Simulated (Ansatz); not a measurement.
What does this script print? It uses the Python package of Ansatz (0.2.0).

`dimer_brhsi.py`
```python
"""Binding of a BrHSi dimer at a trial geometry."""

import ansatz as az

FIRST = [
    ("Si", (-0.5005, 0.4135, -0.2374)),
    ("Br", (1.3847, 0.5447, 0.8198)),
    ("H", (-0.8843, -0.9583, -0.5825)),
]
SECOND = [
    ("Si", (1.0945, 2.7267, -2.2935)),
    ("Br", (1.7157, 3.2782, -0.2938)),
    ("H", (1.8578, 3.3973, -3.3499)),
]

def energy(atoms, ghosts=()):
    molecule = az.Crystal.molecule()
    for symbol, xyz in atoms:
        molecule = molecule.atom(symbol, xyz)
    calc = (
        molecule.calculation()
        .basis(gaussian="def2-SVPD")
        .functional("b3lyp", dispersion="d4")
    )
    deck = calc.input()
    if ghosts:
        deck = deck.set(az.key.basis.gaussian.ghost_atoms, [{"symbol": s, "position_ang": list(xyz)} for s, xyz in ghosts])
    return az.Session.from_dict(deck).plan().execute().report["free_energy_ev"]

# monomers in their own basis and in the basis of the dimer
both = energy(FIRST + SECOND)
alone = energy(FIRST) + energy(SECOND)
ghosted = energy(FIRST, SECOND) + energy(SECOND, FIRST)
print(f"dimer {both:.6f} eV")
print(f"interaction, uncorrected   {(both - alone):8.3f} eV")
print(f"interaction, counterpoise  {(both - ghosted):8.3f} eV")
print(f"basis-set superposition    {(alone - ghosted):8.3f} eV")
```

```console
$ python dimer_brhsi.py
dimer -155859.670539 eV
interaction, uncorrected      0.293 eV
interaction, counterpoise     0.345 eV
basis-set superposition       0.052 eV
```

Uncorrected it is 0.293 eV, with the counterpoise correction 0.345 eV; the difference, 0.05 eV, is the superposition error. In this basis both values are repulsive.

What to keep in mind:
- Total energies depend on the basis set; only differences at equal settings carry meaning.
- The dimer is a generated trial pose of unrelaxed monomers, not a minimum, so the figure is no binding energy, and the basis set is small.
- b3lyp holds the VWN-RPA fit, as in Gaussian; the form of ORCA and Turbomole is b3lyp5.
- Hardware and time: 26 s on 1 thread of Arm Neoverse V1 (shared host), peak memory 0.46 GiB.
